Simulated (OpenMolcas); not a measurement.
**Pd⁴⁺ among point charges: CASSCF and CASPT2 levels and susceptibility**

How does a field of 6 point charges split the states of Pd⁴⁺, and what χT follows?

The numbers are computed with OpenMolcas 26.06 (state-averaged CASSCF and CASPT2, spin-orbit coupling by RASSI with atomic mean-field integrals), except any that are marked as measured or tabulated.

### 1 Starting point

```
Species                           : Pd⁴⁺ (palladium, Z = 46, 42 electrons)
Basis                             : ANO-RCC-VDZP [6s5p3d1f], 43 functions
Scalar Hamiltonian                : DKH2, point nucleus
Inactive shells                   : 1s 2s 2p 3s 3p 3d 4s 4p
Active space                      : 6 electrons in 5 orbitals (4d)
Some configurations of this space : 4d⁶
Orbitals                          : optimised for each spin and parity, averaged over all roots
```

The outer shells:

4d6
```
4d [↑↓][↑ ][↑ ][↑ ][↑ ]
```

The ion sits among 6 point charges of -1.36 e arranged as a tetragonal octahedron (D4h), 1.79 Å from the ion, with the axial distance 1.647 Å.

The work runs as a chain of OpenMolcas steps in one folder; each step below is one input file. Labels, J, g values, rates, χT and fits are worked out afterwards by a script from the matrices that RASSI stores. The input lists half of the charges; inversion (Group=XYZ) makes the rest.

### 2 One- and two-electron integrals

Contents of a.inp:

```
&GATEWAY
Coord
1

Pd 0.0 0.0 0.0
Basis=ANO-RCC-VDZP
Group=XYZ
NoMove
AngMom=0.0 0.0 0.0
AMFI
XField
3 Angstrom 0
1.790000 0.000000 0.000000 -1.360000
0.000000 1.790000 0.000000 -1.360000
0.000000 0.000000 1.646800 -1.360000
&SEWARD
```

Started as:

```
$ OMP_NUM_THREADS=1 MOLCAS_MEM=1689 MOLCAS_PROJECT=a pymolcas a.inp > a.log
```

### 3 CASSCF: quintets of even parity, 5 roots

Contents of a.inp:

```
&RASSCF
FileOrb=start.orb
Symmetry=1
Spin=5
nActEl=6 0 0
Inactive=9 9
Ras2=5 0
CIRoot=5 5 1
SDav=5
CIMx=300
Iter=120 100
PrWF=0.3
OrbListing=Nothing
MaxOrb=0
>>> COPY $Project.JobIph JOB001
```

start.orb holds the contracted functions of the basis, ordered by shell, or the orbitals of the step before.

### 4 Reference wave functions, triplets of even parity, 45 roots

Contents of a.inp:

```
&RASSCF
FileOrb=start.orb
Symmetry=1
Spin=3
nActEl=6 0 0
Inactive=9 9
Ras2=5 0
CIRoot=45 45 1
SDav=45
CIMx=300
Iter=120 100
PrWF=0.3
OrbListing=Nothing
MaxOrb=0
>>> COPY $Project.JobIph JOB002
```

### 5 Reference wave functions, singlets of even parity, 50 roots

Contents of a.inp:

```
&RASSCF
FileOrb=start.orb
Symmetry=1
Spin=1
nActEl=6 0 0
Inactive=9 9
Ras2=5 0
CIRoot=50 50 1
SDav=50
CIMx=300
Iter=120 100
PrWF=0.3
OrbListing=Nothing
MaxOrb=0
>>> COPY $Project.JobIph JOB003
```

### 6 RASSI: spin-orbit coupling between the states

Contents of a.inp:

```
&RASSI
NrOfJobIphs=3 5 45 50
1 2 3 4 5
1 2 3 4 5 6 7 8 9 10 11 12 13 14 15 16 17 18 19 20 21 22 23 24 25 26 27
28 29 30 31 32 33 34 35 36 37 38 39 40 41 42 43 44 45
1 2 3 4 5 6 7 8 9 10 11 12 13 14 15 16 17 18 19 20 21 22 23 24 25 26 27
28 29 30 31 32 33 34 35 36 37 38 39 40 41 42 43 44 45 46 47 48 49 50
IphNames
JOB001
JOB002
JOB003
EJob
SpinOrbit
DIPRint=1.0
SOCoupling=1000.0
Subsets=2
Property=9
'ANGMOM' 1 'ANGMOM' 2 'ANGMOM' 3 'MLTPL  1' 1 'MLTPL  1' 2 'MLTPL  1' 3
'AMFI' 1 'AMFI' 2 'AMFI' 3
SOProperty=3
'ANGMOM' 1 'ANGMOM' 2 'ANGMOM' 3
```

### 7 CASPT2: IPEA 0.25, imaginary shift 0.1 (closed shells correlated: 4s 4p)

Contents of a.inp:

```
>>> COPY JOB001 $Project.JobIph
&CASPT2
Multistate=5 1 2 3 4 5
NoMult
Frozen=8 6
IPEA=0.25
Imaginary=0.1
MaxIter=60
WThr=0.0 0.3 0.05
PrWF=0.5
NoMix
>>> COPY JOB002 $Project.JobIph
&CASPT2
Multistate=45 1 2 3 4 5 6 7 8 9 10 11 12 13 14 15 16 17 18 19 20 21 22
23 24 25 26 27 28 29 30 31 32 33 34 35 36 37 38 39 40 41 42 43 44 45
NoMult
Frozen=8 6
IPEA=0.25
Imaginary=0.1
MaxIter=60
WThr=0.0 0.3 0.05
PrWF=0.5
NoMix
>>> COPY JOB003 $Project.JobIph
&CASPT2
Multistate=50 1 2 3 4 5 6 7 8 9 10 11 12 13 14 15 16 17 18 19 20 21 22
23 24 25 26 27 28 29 30 31 32 33 34 35 36 37 38 39 40 41 42 43 44 45 46
47 48 49 50
NoMult
Frozen=8 6
IPEA=0.25
Imaginary=0.1
MaxIter=60
WThr=0.0 0.3 0.05
PrWF=0.5
NoMix
```

(Steps that only read results are left out.)

Before running it: what results should come out? Wanted: spin-free ground state; first state of the same spin within the active space; lowest level; next level.

The runs gave:

| quantity | value |
| --- | --- |
| method | SS-CASPT2, IPEA 0.25, imaginary shift 0.1 (closed shells correlated: 4s 4p) |
| spin-free ground state | 5B2, 1-fold in its orbital part |
| first state of the same spin within the active space | 5E at 2350 cm⁻¹ |
| lowest level | 1-fold A1 |
| next level | 36.6 cm⁻¹ |
| χT at 300 K | 4.04 cm³ K/mol |
| effective moment at 300 K | 5.69 μB |

Cost by method:

| method | time of its own steps | time with the reference |
| --- | --- | --- |
| A. CASSCF | 22 s | 22 s |
| B. SS-CASPT2, IPEA 0.25, imaginary shift 0.1, +4s 4p | 6 s | 28 s |

Times are of one thread on a shared host.

In words: The spin-free ground state (5B2) comes to 100 % from free-ion D terms and keeps the highest spin of the shell. χT at 300 K is 4.04, against 3.01 cm³ K/mol for the spin alone, so orbital moment adds to it. An active space of the d shell alone favours high spin; real ions in strong fields can be low spin. The field of point charges can differ much from that of real complexes. With metal d orbitals alone active, the gaps between spin states are rough; where two lie within a few thousand cm-1, their order is open. This is an electrostatic model: the charges have no orbitals.
